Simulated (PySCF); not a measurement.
# C3H12BOP: the cost of one run

The runs use PySCF 2.14.0, with density-fitted response routines of our own; the level of theory stands in each step. All values are computed, except where a source is named. Atoms are numbered from 0 throughout.

**1. The starting structure**

18 atoms, charge 0, multiplicity 1; geometry from: GFN2-xTB.

Bonds of the start (Å): C0–O1 1.41, O1–B2 1.34, B2–C3 1.59, B2–C4 1.59, C0–H6 1.09, C0–H7 1.09, C0–H8 1.09, C3–H9 1.09, C3–H10 1.09, C3–H11 1.09, C4–H12 1.09, C4–H13 1.09, C4–H14 1.09, P5–H15 1.38, P5–H16 1.38, P5–H17 1.40.

The optimised geometry no longer has the bonds of the starting formula, so what follows describes that rearranged structure.

**2. TDDFT and polarisability: CAM-B3LYP/def2-SVPD**

Job settings and geometry (Å):

```
{"job": {"kind": "uv", "xc": "CAM-B3LYP", "basis": "def2-SVPD", "nstates": 8, "ntriplets": 3}, "charge": 0, "multiplicity": 1}
C      1.658664     0.002979     0.917317
O      0.511437     0.181902     0.121022
B     -0.633542    -0.494487     0.310093
C     -1.845899    -0.133177    -0.652549
C     -0.773111    -1.594607     1.454625
P      1.189466     2.040563    -1.481642
H      2.448270     0.633830     0.503164
H      1.984060    -1.039836     0.904036
H      1.457549     0.300931     1.948894
H     -2.228693     0.857356    -0.413278
H     -2.675586    -0.829138    -0.571993
H     -1.534067    -0.104268    -1.693733
H      0.039733    -2.318190     1.412154
H     -1.706747    -2.145740     1.407123
H     -0.720368    -1.133948     2.440105
H      1.481573     0.906893    -2.221195
H     -0.146811     2.003396    -1.831427
H      1.485313     2.871859    -2.564372
```

With the program's defaults for keys left out, this is: TDDFT CAM-B3LYP/def2-SVPD, vertical, gas phase, core orbitals frozen in the response.

Launch:

```
> OMP_NUM_THREADS=1 python probes_run.py task.json out
```

The driver reads the jobs from task.json and runs them one after another.

**Question.** How long does this job take on 1 thread of Arm Neoverse N1, shared host, and how much memory does it need?

About 90 s, with a peak of 1 GiB.
